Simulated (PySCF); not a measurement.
# C₆H₁₄FGe radical: open-shell or spin-flip excitations

Computed with PySCF 2.14.0 and routines of our own; the level stands in each step. Atoms count from 0.

### Step 1. The starting structure

22 atoms, charge 0, multiplicity 2; geometry from: GFN2-xTB.

### Step 2. Open-shell or spin-flip excitations: unrestricted TDDFT BHandHLYP/def2-SVP

Job settings and geometry (Å):

```
{"job": {"kind": "uabs", "xc": "BHandHLYP", "basis": "def2-SVP", "nstates": 10, "tda": false}, "charge": 0, "multiplicity": 2}
C      2.110233    -0.901980    -0.089722
C      0.900857    -0.633556    -0.975779
C     -0.200326     0.168780    -0.279399
F     -1.242435     0.297222    -1.234586
C     -0.823666    -0.515949     0.936897
C     -1.370492    -1.910505     0.656652
C      0.208412     1.588806     0.056792
Ge    -1.424132     2.789646    -0.138342
H      2.527433     0.027549     0.290095
H      1.845064    -1.531915     0.755461
H      2.879810    -1.412021    -0.664123
H      0.477696    -1.576839    -1.325209
H      1.209833    -0.067848    -1.858535
H     -1.643560     0.128983     1.271100
H     -0.080513    -0.555502     1.733992
H     -2.034382    -1.887439    -0.203844
H     -1.933452    -2.265793     1.516561
H     -0.567898    -2.617599     0.461894
H      0.639649     1.651350     1.052788
H      0.931338     1.973267    -0.663873
H     -0.893734     4.185245     0.365066
H     -1.526143     3.085483    -1.664735
```

Method: unrestricted TDDFT BHandHLYP/def2-SVP, vertical, gas phase, core orbitals frozen in the response.

Started as:

```bash
$ OMP_NUM_THREADS=1 python excited_run.py task.json out
```

One launch serves the whole session: the jobs run in the order shown.

**Question.** How long does this first job take on 1 thread of Arm Neoverse N1, shared host, and how much memory does it need?

About 3.3 min, with a peak of 0.85 GiB.
